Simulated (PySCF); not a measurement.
# H5HfO4 (Hf(OH)3(H2O)+): the cost of one run

Computed with PySCF 2.14.0. Level: PBE0, Hf def2-SVP with ECP60, O def2-SVP, H def2-SVP; scalar-relativistic core potentials, no spin–orbit coupling.

1 further run of the same task is left out (for a known fault of the program).

### Step 1. The system as given

10 atoms, charge 1, spin multiplicity 1.

Bond lengths: Hf1–O2 1.896 Å, Hf1–O4 1.893 Å, Hf1–O6 1.893 Å, Hf1–O8 2.219 Å, O2–H3 0.960 Å, O4–H5 0.960 Å, O6–H7 0.961 Å, O8–H9 0.971 Å, O8–H10 0.971 Å. Angles: O2–Hf1–O4 114.1°, O2–Hf1–O6 114.5°, O2–Hf1–O8 101.2°, O4–Hf1–O6 112.4°, O4–Hf1–O8 107.1°, O6–Hf1–O8 106.3°, Hf1–O2–H3 166.4°, Hf1–O4–H5 169.1°, Hf1–O6–H7 168.6°, Hf1–O8–H9 124.7°, Hf1–O8–H10 128.0°, H9–O8–H10 107.3°.

Geometry (Å):

```xyz
10
H5HfO4
Hf    0.0020   -0.1056    0.0431
O     1.1053    1.1084    0.9937
H     1.7242    1.5367    1.5904
O    -1.2304   -1.0453    1.1299
H    -1.7085   -1.6160    1.7361
O     0.9341   -1.2496   -1.1430
H     1.4874   -1.8982   -1.5857
O    -1.1739    1.2828   -1.2266
H    -1.1353    2.2514   -1.1689
H    -1.8040    1.0597   -1.9306
```

Formal oxidation states: Hf +4. An earlier session relaxed this geometry at PBE0, Hf def2-SVP with ECP60, O def2-SVP, H def2-SVP (singlet, point group C1).

Its energy there is -351.353771 Eh.

### Step 2. One electron removed, multiplicity 2

The input, run.py (the lines that set the calculation):

```python
mol = gto.M(atom='''
Hf     0.00198    -0.10558     0.04310
O      1.10526     1.10840     0.99371
H      1.72416     1.53668     1.59036
O     -1.23040    -1.04526     1.12985
H     -1.70847    -1.61605     1.73606
O      0.93413    -1.24960    -1.14300
H      1.48736    -1.89818    -1.58575
O     -1.17391     1.28275    -1.22656
H     -1.13528     2.25140    -1.16886
H     -1.80400     1.05973    -1.93058''',
    basis={'Hf': 'def2-SVP', 'O': 'def2-SVP', 'H': 'def2-SVP'},
    ecp={'Hf': 'def2-SVP'},
    charge=2, spin=1)
mf = dft.UKS(mol, xc='PBE0')
mf.grids.atom_grid = (50, 194)
mf = mf.density_fit()  # fitting sets: Hf def2-universal-JKFIT, O def2-universal-JKFIT, H def2-universal-JKFIT
mf.conv_tol = 1e-08; mf.max_cycle = 55
mf.kernel(dm0)  # dm0: the density of the relaxed state
```

On the command line:

```console
$ OMP_NUM_THREADS=2 python run.py
```

**Question.** How long does this run take on 2 threads of Arm Neoverse V2, shared host?

About 4.3 s.
